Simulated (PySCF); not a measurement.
**BH6OPSi: NMR shifts at several levels of theory**

Aim: compute the NMR shifts of BH6OPSi (`BP[SiH2]O`) at several levels, and see how far they spread and what each costs.

Computed with PySCF 2.14.0, with density-fitted response routines of our own, on a single molecule in the gas phase. Atoms are numbered from 0 throughout.

**1. Starting geometry**

10 atoms, charge 0, multiplicity 1; geometry from: PBE0-D3(BJ)/def2-SVP.

Bonds of the start (Å): B0–P1 1.85, P1–Si2 2.24, Si2–O3 1.66, B0–H4 1.21, B0–H5 1.21, P1–H6 1.42, Si2–H7 1.49, Si2–H8 1.49, O3–H9 0.96.

**2. Shielding tensors: HF/pcSseg-2**

What the job is given:

```
{"job": {"kind": "nmr", "xc": "HF", "basis": "pcSseg-2", "pop": false}, "charge": 0, "multiplicity": 1}
B      2.007829    -0.187431    -0.676229
P      0.594611    -0.916951     0.261397
Si    -1.100741     0.547084     0.164168
O     -2.534812    -0.148152     0.640821
H      3.139023    -0.340570    -0.287511
H      1.780614     0.330663    -1.742550
H      0.972455    -1.024536     1.624476
H     -1.102727     0.978279    -1.266497
H     -0.916849     1.707419     1.074104
H     -2.786203    -0.959678     0.189020
```

Method: GIAO HF/pcSseg-2 NMR shielding, non-relativistic, gas phase.

Command:

```bash
> OMP_NUM_THREADS=1 python probes_run.py task.json out
```

This one command runs all jobs of the session in turn.

What it wrote:

```text
final grid: 78504 points
cycle   1  E = -732.7281898647  dE =  9.090e-02  |g| = 5.624e-01  |ddm| = 2.130e+00
cycle   2  E = -732.7947977466  dE = -6.661e-02  |g| = 3.303e-01  |ddm| = 4.871e-01
cycle   3  E = -732.8146999008  dE = -1.990e-02  |g| = 6.412e-02  |ddm| = 1.805e-01
cycle   4  E = -732.8164881333  dE = -1.788e-03  |g| = 1.406e-02  |ddm| = 8.718e-02
cycle   5  E = -732.8166275213  dE = -1.394e-04  |g| = 4.570e-03  |ddm| = 2.497e-02
cycle   6  E = -732.8166515369  dE = -2.402e-05  |g| = 1.912e-03  |ddm| = 1.224e-02
cycle   7  E = -732.8166563184  dE = -4.781e-06  |g| = 5.626e-04  |ddm| = 6.323e-03
cycle   8  E = -732.8166567927  dE = -4.743e-07  |g| = 1.463e-04  |ddm| = 2.239e-03
cycle   9  E = -732.8166568157  dE = -2.308e-08  |g| = 3.619e-05  |ddm| = 4.649e-04
cycle  10  E = -732.8166568171  dE = -1.373e-09  |g| = 1.260e-05  |ddm| = 1.043e-04
cycle  11  E = -732.8166568173  dE = -1.658e-10  |g| = 4.021e-06  |ddm| = 3.744e-05
converged SCF energy = -732.8166568173

GIAO shielding tensors (ppm)
atom      isotropic    diamagn.    paramagn.     s11        s22        s33       span
  0 B       33.037     192.705    -159.668    -65.047     16.905    147.251    212.298
  1 P      466.548     969.327    -502.780    321.895    502.656    575.093    253.199
  2 Si     406.778     873.790    -467.012    359.518    396.037    464.778    105.260
  3 O      308.438     385.320     -76.882    277.165    312.153    335.995     58.830
  4 H       23.930      29.427      -5.496     16.490     26.758     28.542     12.052
  5 H       24.052      30.285      -6.234     16.075     27.006     29.073     12.998
  6 H       28.184      31.298      -3.114     23.829     26.473     34.250     10.421
  7 H       26.555      30.208      -3.654     22.974     25.451     31.239      8.265
  8 H       26.728      29.176      -2.448     22.989     25.869     31.327      8.338
  9 H       30.387      31.326      -0.938     22.263     25.395     43.504     21.241
```

Wall time 13 s (1 thread of Arm Neoverse V1, shared host); peak memory 0.88 GiB.

The references, computed at this level on geometries of the same kind, shield at (ppm): ¹H TMS 31.68, ²⁹Si TMS 383.0, ¹⁷O H2O 326.3, ³¹P H3PO4 344.0, ¹¹B BF3·OEt2 114.5. Their shielding less the atom's gives the shift. The references are single molecules in the gas phase, so shifts against H2O, NH3, PH3, H3PO4 or CFCl3 are not on the usual liquid scales and can be off by tens of ppm. Atoms listed in one row are averaged.

| atoms | environment | σ (ppm) | δ (ppm) |
| --- | --- | --- | --- |
| H4, H5 | hydrogen on a boron bonded to P | 23.99 | 7.69 |
| H7, H8 | hydrogen on a silicon bonded to O, P | 26.64 | 5.04 |
| H6 | hydrogen on a phosphorus bonded to B, Si | 28.18 | 3.50 |
| H9 | hydrogen on an oxygen bonded to Si | 30.39 | 1.29 |
| B0 | boron bonded to P, 2 H | 33.0 | 81.5 |
| P1 | phosphorus bonded to B, Si, H | 466.5 | -122.6 |
| Si2 | silicon bonded to O, P, 2 H | 406.8 | -23.8 |
| O3 | oxygen bonded to Si, H | 308.4 | 17.9 |

**3. NMR shieldings: LDA/pcSseg-2**

The job, as its differences from that of step 2:

```diff
@@ -1,2 +1,2 @@
-{"job": {"kind": "nmr", "xc": "HF", "basis": "pcSseg-2", "pop": false}, "charge": 0, "multiplicity": 1}
+{"job": {"kind": "nmr", "xc": "LDA", "basis": "pcSseg-2", "pop": false}, "charge": 0, "multiplicity": 1}
 B      2.007829    -0.187431    -0.676229
```

Level: GIAO LDA/pcSseg-2 NMR shielding, non-relativistic, gas phase.

What it wrote:

```text
coarse grid: 9144 points
cycle   1  E = -731.2188220756  dE =  1.522e-01  |g| = 8.854e-01  |ddm| = 2.251e+00
cycle   2  E = -730.4647132227  dE =  7.541e-01  |g| = 2.076e+00  |ddm| = 2.244e+00
cycle   3  E = -731.3486162136  dE = -8.839e-01  |g| = 2.309e-01  |ddm| = 1.974e+00
cycle   4  E = -731.3566722303  dE = -8.056e-03  |g| = 1.506e-01  |ddm| = 3.632e-01
cycle   5  E = -731.3636460253  dE = -6.974e-03  |g| = 5.569e-02  |ddm| = 1.882e-01
cycle   6  E = -731.3646758026  dE = -1.030e-03  |g| = 1.931e-02  |ddm| = 7.227e-02
cycle   7  E = -731.3647735232  dE = -9.772e-05  |g| = 3.763e-03  |ddm| = 1.977e-02
cycle   8  E = -731.3647772962  dE = -3.773e-06  |g| = 1.347e-03  |ddm| = 5.316e-03
final grid: 78504 points
cycle   9  E = -731.3609549207  dE = -4.316e-05  |g| = 3.946e-03  |ddm| = 1.927e-02
cycle  10  E = -731.3609490413  dE =  5.879e-06  |g| = 6.293e-03  |ddm| = 7.631e-03
cycle  11  E = -731.3609575540  dE = -8.513e-06  |g| = 1.497e-03  |ddm| = 5.584e-03
cycle  12  E = -731.3609579992  dE = -4.452e-07  |g| = 3.854e-04  |ddm| = 1.293e-03
cycle  13  E = -731.3609580419  dE = -4.269e-08  |g| = 5.833e-05  |ddm| = 4.582e-04
cycle  14  E = -731.3609580430  dE = -1.113e-09  |g| = 1.812e-05  |ddm| = 8.559e-05
cycle  15  E = -731.3609580431  dE = -8.106e-11  |g| = 8.973e-06  |ddm| = 2.680e-05
converged SCF energy = -731.3609580431

GIAO shielding tensors (ppm)
atom      isotropic    diamagn.    paramagn.     s11        s22        s33       span
  0 B        6.074     195.062    -188.988   -101.828    -22.850    142.899    244.727
  1 P      342.548     971.279    -628.731    124.636    439.433    463.576    338.940
  2 Si     316.040     878.491    -562.451    251.220    298.973    397.926    146.706
  3 O      282.087     383.242    -101.155    248.864    283.778    313.620     64.756
  4 H       22.385      28.701      -6.317     14.001     26.048     27.104     13.103
  5 H       22.410      29.393      -6.983     13.329     26.309     27.593     14.263
  6 H       25.748      29.819      -4.071     22.429     24.421     30.394      7.965
  7 H       24.428      29.090      -4.662     20.930     23.513     28.842      7.912
  8 H       24.770      28.012      -3.241     21.166     24.273     28.872      7.706
  9 H       29.998      30.908      -0.909     22.853     25.946     41.197     18.344
```

Run time: 25 s. Hardware: 1 thread of Arm Neoverse V1, shared host; peak memory 0.78 GiB.

This run: δ B0 84.9, P1 -83.4, Si2 -13.0, O3 52.3, H4 8.37, H7 6.17 ppm (means over like atoms).

**4. NMR shieldings: PBE/pcSseg-2**

The job, as its differences from that of step 3:

```diff
@@ -1,2 +1,2 @@
-{"job": {"kind": "nmr", "xc": "LDA", "basis": "pcSseg-2", "pop": false}, "charge": 0, "multiplicity": 1}
+{"job": {"kind": "nmr", "xc": "PBE", "basis": "pcSseg-2", "pop": false}, "charge": 0, "multiplicity": 1}
 B      2.007829    -0.187431    -0.676229
```

Level: GIAO PBE/pcSseg-2 NMR shielding, non-relativistic, gas phase.

What it wrote:

```text
coarse grid: 9144 points
cycle   1  E = -734.0447198722  dE =  1.559e-01  |g| = 8.701e-01  |ddm| = 2.250e+00
cycle   2  E = -733.3275231438  dE =  7.172e-01  |g| = 2.023e+00  |ddm| = 2.224e+00
cycle   3  E = -734.1736204271  dE = -8.461e-01  |g| = 2.114e-01  |ddm| = 1.949e+00
cycle   4  E = -734.1795521369  dE = -5.932e-03  |g| = 1.497e-01  |ddm| = 3.559e-01
cycle   5  E = -734.1868245280  dE = -7.272e-03  |g| = 4.927e-02  |ddm| = 1.834e-01
cycle   6  E = -734.1876174396  dE = -7.929e-04  |g| = 1.557e-02  |ddm| = 6.285e-02
cycle   7  E = -734.1876818529  dE = -6.441e-05  |g| = 3.143e-03  |ddm| = 1.665e-02
cycle   8  E = -734.1876845579  dE = -2.705e-06  |g| = 1.062e-03  |ddm| = 4.571e-03
final grid: 78504 points
cycle   9  E = -734.1967907655  dE = -7.395e-05  |g| = 8.101e-03  |ddm| = 2.620e-02
cycle  10  E = -734.1967443420  dE =  4.642e-05  |g| = 1.561e-02  |ddm| = 1.746e-02
cycle  11  E = -734.1968047099  dE = -6.037e-05  |g| = 2.059e-03  |ddm| = 1.338e-02
cycle  12  E = -734.1968058719  dE = -1.162e-06  |g| = 4.938e-04  |ddm| = 2.507e-03
cycle  13  E = -734.1968059394  dE = -6.750e-08  |g| = 1.369e-04  |ddm| = 6.830e-04
cycle  14  E = -734.1968059461  dE = -6.644e-09  |g| = 2.300e-05  |ddm| = 1.959e-04
cycle  15  E = -734.1968059462  dE = -1.625e-10  |g| = 1.117e-05  |ddm| = 3.624e-05
converged SCF energy = -734.1968059462

GIAO shielding tensors (ppm)
atom      isotropic    diamagn.    paramagn.     s11        s22        s33       span
  0 B       13.217     194.710    -181.494    -90.855    -10.673    141.177    232.032
  1 P      376.157     971.266    -595.109    189.304    453.112    486.055    296.750
  2 Si     340.874     878.117    -537.243    280.189    325.222    417.211    137.023
  3 O      281.238     382.896    -101.658    248.944    286.143    308.626     59.682
  4 H       23.047      29.090      -6.043     14.955     26.553     27.632     12.677
  5 H       23.102      30.002      -6.900     14.383     26.805     28.118     13.735
  6 H       26.595      30.538      -3.944     23.149     25.248     31.386      8.237
  7 H       25.119      29.826      -4.708     21.602     24.214     29.540      7.937
  8 H       25.439      28.741      -3.302     21.835     24.900     29.582      7.747
  9 H       30.574      31.356      -0.782     23.532     26.575     41.615     18.083
```

Wall time 30 s (1 thread of Arm Neoverse V1, shared host); peak memory 0.75 GiB.

This run: δ B0 79.5, P1 -94.4, Si2 -17.4, O3 46.6, H4 8.10, H7 5.90 ppm (means over like atoms).

**5. Nuclear shieldings: BLYP/pcSseg-2**

The job, as its differences from that of step 4:

```diff
@@ -1,2 +1,2 @@
-{"job": {"kind": "nmr", "xc": "PBE", "basis": "pcSseg-2", "pop": false}, "charge": 0, "multiplicity": 1}
+{"job": {"kind": "nmr", "xc": "BLYP", "basis": "pcSseg-2", "pop": false}, "charge": 0, "multiplicity": 1}
 B      2.007829    -0.187431    -0.676229
```

Level: GIAO BLYP/pcSseg-2 NMR shielding, non-relativistic, gas phase.

What it wrote:

```text
coarse grid: 9144 points
cycle   1  E = -734.4336463986  dE =  1.609e-01  |g| = 9.288e-01  |ddm| = 2.243e+00
cycle   2  E = -733.5758407776  dE =  8.578e-01  |g| = 2.197e+00  |ddm| = 2.481e+00
cycle   3  E = -734.5768065776  dE = -1.001e+00  |g| = 2.295e-01  |ddm| = 2.214e+00
cycle   4  E = -734.5832918705  dE = -6.485e-03  |g| = 1.675e-01  |ddm| = 3.968e-01
cycle   5  E = -734.5924043200  dE = -9.112e-03  |g| = 5.417e-02  |ddm| = 2.041e-01
cycle   6  E = -734.5933460170  dE = -9.417e-04  |g| = 1.791e-02  |ddm| = 6.947e-02
cycle   7  E = -734.5934332915  dE = -8.727e-05  |g| = 3.474e-03  |ddm| = 1.930e-02
cycle   8  E = -734.5934366212  dE = -3.330e-06  |g| = 1.211e-03  |ddm| = 5.267e-03
final grid: 78504 points
cycle   9  E = -734.6015420945  dE = -5.617e-05  |g| = 3.953e-03  |ddm| = 2.105e-02
cycle  10  E = -734.6015404687  dE =  1.626e-06  |g| = 4.297e-03  |ddm| = 7.996e-03
cycle  11  E = -734.6015455098  dE = -5.041e-06  |g| = 7.143e-04  |ddm| = 5.345e-03
cycle  12  E = -734.6015456589  dE = -1.491e-07  |g| = 2.188e-04  |ddm| = 1.080e-03
cycle  13  E = -734.6015456730  dE = -1.414e-08  |g| = 7.295e-05  |ddm| = 2.913e-04
cycle  14  E = -734.6015456739  dE = -8.281e-10  |g| = 3.430e-05  |ddm| = 5.986e-05
cycle  15  E = -734.6015456741  dE = -2.137e-10  |g| = 1.084e-05  |ddm| = 3.079e-05
converged SCF energy = -734.6015456741

GIAO shielding tensors (ppm)
atom      isotropic    diamagn.    paramagn.     s11        s22        s33       span
  0 B       11.461     193.278    -181.817    -93.106     -9.661    137.149    230.255
  1 P      355.714     970.995    -615.281    172.600    428.601    465.941    293.341
  2 Si     330.847     877.420    -546.573    269.913    317.389    405.238    135.325
  3 O      277.525     382.581    -105.056    245.684    284.370    302.521     56.838
  4 H       23.476      29.369      -5.892     15.512     26.892     28.025     12.514
  5 H       23.530      30.234      -6.704     14.956     27.164     28.468     13.513
  6 H       27.059      30.764      -3.705     23.639     25.787     31.752      8.112
  7 H       25.478      29.993      -4.515     21.969     24.594     29.873      7.904
  8 H       25.740      28.897      -3.157     22.125     25.221     29.873      7.748
  9 H       30.780      31.676      -0.896     23.911     26.843     41.587     17.676
```

It took 30 s on 1 thread of Arm Neoverse V1, shared host; peak memory 0.91 GiB.

Key values: δ B0 79.7, P1 -84.5, Si2 -21.2, O3 47.6, H4 7.87, H7 5.77 ppm (means over like atoms).

**6. Nuclear shieldings: BP86/pcSseg-2**

The job, as its differences from that of step 5:

```diff
@@ -1,2 +1,2 @@
-{"job": {"kind": "nmr", "xc": "BLYP", "basis": "pcSseg-2", "pop": false}, "charge": 0, "multiplicity": 1}
+{"job": {"kind": "nmr", "xc": "BP86", "basis": "pcSseg-2", "pop": false}, "charge": 0, "multiplicity": 1}
 B      2.007829    -0.187431    -0.676229
```

Level: GIAO BP86/pcSseg-2 NMR shielding, non-relativistic, gas phase.

What it wrote:

```text
coarse grid: 9144 points
cycle   1  E = -734.5480183994  dE =  1.552e-01  |g| = 8.740e-01  |ddm| = 2.240e+00
cycle   2  E = -733.8448092891  dE =  7.032e-01  |g| = 2.013e+00  |ddm| = 2.111e+00
cycle   3  E = -734.6775416933  dE = -8.327e-01  |g| = 2.068e-01  |ddm| = 1.841e+00
cycle   4  E = -734.6837276727  dE = -6.186e-03  |g| = 1.423e-01  |ddm| = 3.423e-01
cycle   5  E = -734.6902083396  dE = -6.481e-03  |g| = 4.765e-02  |ddm| = 1.753e-01
cycle   6  E = -734.6909428234  dE = -7.345e-04  |g| = 1.559e-02  |ddm| = 6.082e-02
cycle   7  E = -734.6910084295  dE = -6.561e-05  |g| = 3.224e-03  |ddm| = 1.652e-02
cycle   8  E = -734.6910111497  dE = -2.720e-06  |g| = 1.118e-03  |ddm| = 4.590e-03
final grid: 78504 points
cycle   9  E = -734.7017889195  dE = -5.933e-05  |g| = 5.118e-03  |ddm| = 2.361e-02
cycle  10  E = -734.7017698983  dE =  1.902e-05  |g| = 8.944e-03  |ddm| = 1.227e-02
cycle  11  E = -734.7017948119  dE = -2.491e-05  |g| = 1.604e-03  |ddm| = 9.703e-03
cycle  12  E = -734.7017955978  dE = -7.859e-07  |g| = 4.477e-04  |ddm| = 2.058e-03
cycle  13  E = -734.7017956548  dE = -5.700e-08  |g| = 1.042e-04  |ddm| = 5.690e-04
cycle  14  E = -734.7017956582  dE = -3.394e-09  |g| = 3.729e-05  |ddm| = 1.530e-04
cycle  15  E = -734.7017956585  dE = -2.775e-10  |g| = 1.683e-05  |ddm| = 3.655e-05
converged SCF energy = -734.7017956585

GIAO shielding tensors (ppm)
atom      isotropic    diamagn.    paramagn.     s11        s22        s33       span
  0 B       14.773     194.652    -179.879    -88.315     -8.111    140.746    229.060
  1 P      374.338     971.420    -597.082    190.700    448.867    483.447    292.747
  2 Si     339.933     878.116    -538.183    279.267    325.094    415.438    136.171
  3 O      281.638     382.816    -101.177    249.481    286.748    308.686     59.205
  4 H       23.162      29.132      -5.970     15.140     26.633     27.713     12.573
  5 H       23.222      30.027      -6.805     14.576     26.879     28.209     13.633
  6 H       26.731      30.576      -3.845     23.256     25.378     31.558      8.302
  7 H       25.200      29.848      -4.648     21.676     24.300     29.624      7.948
  8 H       25.516      28.755      -3.239     21.909     24.967     29.673      7.764
  9 H       30.626      31.332      -0.706     23.570     26.624     41.683     18.113
```

Wall time 29 s (1 thread of Arm Neoverse V1, shared host); peak memory 0.91 GiB.

In short: δ B0 78.6, P1 -94.1, Si2 -17.9, O3 44.4, H4 8.04, H7 5.88 ppm (means over like atoms).

**7. Shielding tensors: OPBE/pcSseg-2**

The job, as its differences from that of step 6:

```diff
@@ -1,2 +1,2 @@
-{"job": {"kind": "nmr", "xc": "BP86", "basis": "pcSseg-2", "pop": false}, "charge": 0, "multiplicity": 1}
+{"job": {"kind": "nmr", "xc": "OPBE", "basis": "pcSseg-2", "pop": false}, "charge": 0, "multiplicity": 1}
 B      2.007829    -0.187431    -0.676229
```

Level: GIAO OPBE/pcSseg-2 NMR shielding, non-relativistic, gas phase.

What it wrote:

```text
coarse grid: 9144 points
cycle   1  E = -734.3628558940  dE =  1.329e-01  |g| = 8.004e-01  |ddm| = 2.292e+00
cycle   2  E = -733.8241914185  dE =  5.387e-01  |g| = 1.768e+00  |ddm| = 1.986e+00
cycle   3  E = -734.4804862923  dE = -6.563e-01  |g| = 1.695e-01  |ddm| = 1.683e+00
cycle   4  E = -734.4849175329  dE = -4.431e-03  |g| = 1.189e-01  |ddm| = 2.984e-01
cycle   5  E = -734.4894726812  dE = -4.555e-03  |g| = 3.839e-02  |ddm| = 1.462e-01
cycle   6  E = -734.4899535669  dE = -4.809e-04  |g| = 1.135e-02  |ddm| = 4.950e-02
cycle   7  E = -734.4899911411  dE = -3.757e-05  |g| = 2.472e-03  |ddm| = 1.292e-02
cycle   8  E = -734.4899927931  dE = -1.652e-06  |g| = 8.819e-04  |ddm| = 3.834e-03
final grid: 78504 points
cycle   9  E = -734.5023464047  dE = -1.865e-04  |g| = 2.056e-02  |ddm| = 5.324e-02
cycle  10  E = -734.5020092729  dE =  3.371e-04  |g| = 3.890e-02  |ddm| = 4.837e-02
cycle  11  E = -734.5024468592  dE = -4.376e-04  |g| = 4.474e-03  |ddm| = 3.699e-02
cycle  12  E = -734.5024525826  dE = -5.723e-06  |g| = 1.255e-03  |ddm| = 6.203e-03
cycle  13  E = -734.5024530456  dE = -4.630e-07  |g| = 2.707e-04  |ddm| = 1.517e-03
cycle  14  E = -734.5024530672  dE = -2.163e-08  |g| = 9.302e-05  |ddm| = 3.618e-04
cycle  15  E = -734.5024530690  dE = -1.859e-09  |g| = 4.232e-05  |ddm| = 1.038e-04
cycle  16  E = -734.5024530695  dE = -4.990e-10  |g| = 7.784e-06  |ddm| = 4.776e-05
converged SCF energy = -734.5024530695

GIAO shielding tensors (ppm)
atom      isotropic    diamagn.    paramagn.     s11        s22        s33       span
  0 B       22.924     196.041    -173.116    -74.918     -0.380    144.072    218.990
  1 P      424.434     972.134    -547.700    260.815    487.843    524.643    263.827
  2 Si     371.304     879.004    -507.699    315.297    355.133    443.483    128.186
  3 O      288.478     383.717     -95.239    257.578    293.898    313.959     56.381
  4 H       23.077      29.067      -5.990     15.153     26.541     27.535     12.382
  5 H       23.167      30.282      -7.116     14.668     26.749     28.083     13.415
  6 H       26.680      30.790      -4.109     23.044     25.249     31.747      8.704
  7 H       25.242      30.227      -4.985     21.727     24.330     29.670      7.943
  8 H       25.593      29.150      -3.557     22.017     24.980     29.783      7.766
  9 H       30.540      31.194      -0.654     23.269     26.392     41.961     18.692
```

It took 31 s on 1 thread of Arm Neoverse V1, shared host; peak memory 0.91 GiB.

In short: δ B0 74.8, P1 -112.0, Si2 -15.8, O3 40.7, H4 8.08, H7 5.78 ppm (means over like atoms).

**8. NMR shieldings: KT2/pcSseg-2**

The job, as its differences from that of step 7:

```diff
@@ -1,2 +1,2 @@
-{"job": {"kind": "nmr", "xc": "OPBE", "basis": "pcSseg-2", "pop": false}, "charge": 0, "multiplicity": 1}
+{"job": {"kind": "nmr", "xc": "KT2", "basis": "pcSseg-2", "pop": false}, "charge": 0, "multiplicity": 1}
 B      2.007829    -0.187431    -0.676229
```

Method: GIAO KT2/pcSseg-2 NMR shielding, non-relativistic, gas phase.

What it wrote:

```text
coarse grid: 9144 points
cycle   1  E = -741.4051316376  dE =  1.784e-01  |g| = 8.748e-01  |ddm| = 2.183e+00
cycle   2  E = -740.6797207205  dE =  7.254e-01  |g| = 2.002e+00  |ddm| = 2.290e+00
cycle   3  E = -741.5394162317  dE = -8.597e-01  |g| = 2.051e-01  |ddm| = 2.021e+00
cycle   4  E = -741.5474249371  dE = -8.009e-03  |g| = 1.281e-01  |ddm| = 3.539e-01
cycle   5  E = -741.5524862141  dE = -5.061e-03  |g| = 4.499e-02  |ddm| = 1.637e-01
cycle   6  E = -741.5531110088  dE = -6.248e-04  |g| = 1.518e-02  |ddm| = 5.889e-02
cycle   7  E = -741.5531875944  dE = -7.659e-05  |g| = 3.623e-03  |ddm| = 1.887e-02
cycle   8  E = -741.5531913586  dE = -3.764e-06  |g| = 1.223e-03  |ddm| = 5.539e-03
final grid: 78504 points
cycle   9  E = -741.5914122700  dE = -2.125e-04  |g| = 1.594e-02  |ddm| = 4.516e-02
cycle  10  E = -741.5913548022  dE =  5.747e-05  |g| = 1.784e-02  |ddm| = 2.174e-02
cycle  11  E = -741.5914183782  dE = -6.358e-05  |g| = 7.741e-03  |ddm| = 2.170e-02
cycle  12  E = -741.5914377161  dE = -1.934e-05  |g| = 7.699e-04  |ddm| = 7.658e-03
cycle  13  E = -741.5914378930  dE = -1.769e-07  |g| = 1.877e-04  |ddm| = 1.117e-03
cycle  14  E = -741.5914379010  dE = -7.962e-09  |g| = 1.003e-04  |ddm| = 2.675e-04
cycle  15  E = -741.5914379037  dE = -2.690e-09  |g| = 2.734e-05  |ddm| = 9.836e-05
cycle  16  E = -741.5914379038  dE = -1.766e-10  |g| = 6.616e-06  |ddm| = 3.217e-05
converged SCF energy = -741.5914379038

GIAO shielding tensors (ppm)
atom      isotropic    diamagn.    paramagn.     s11        s22        s33       span
  0 B       24.299     195.312    -171.012    -73.132      2.546    143.485    216.617
  1 P      408.845     973.485    -564.640    233.415    480.038    513.080    279.665
  2 Si     367.110     880.499    -513.389    306.991    351.794    442.545    135.554
  3 O      281.752     382.323    -100.571    248.206    285.597    311.453     63.246
  4 H       23.289      28.828      -5.539     15.676     26.486     27.706     12.030
  5 H       23.357      29.944      -6.587     15.152     26.754     28.164     13.011
  6 H       26.671      30.577      -3.906     23.176     25.224     31.612      8.436
  7 H       25.188      29.772      -4.584     21.659     24.276     29.629      7.970
  8 H       25.467      28.644      -3.177     21.829     24.923     29.650      7.821
  9 H       30.648      31.317      -0.669     23.574     26.679     41.693     18.119
```

Run time: 30 s. Hardware: 1 thread of Arm Neoverse V1, shared host; peak memory 0.75 GiB.

This run: δ B0 74.0, P1 -95.7, Si2 -16.1, O3 42.6, H4 7.85, H7 5.85 ppm (means over like atoms).

(Part 1 of 2 ends here.)
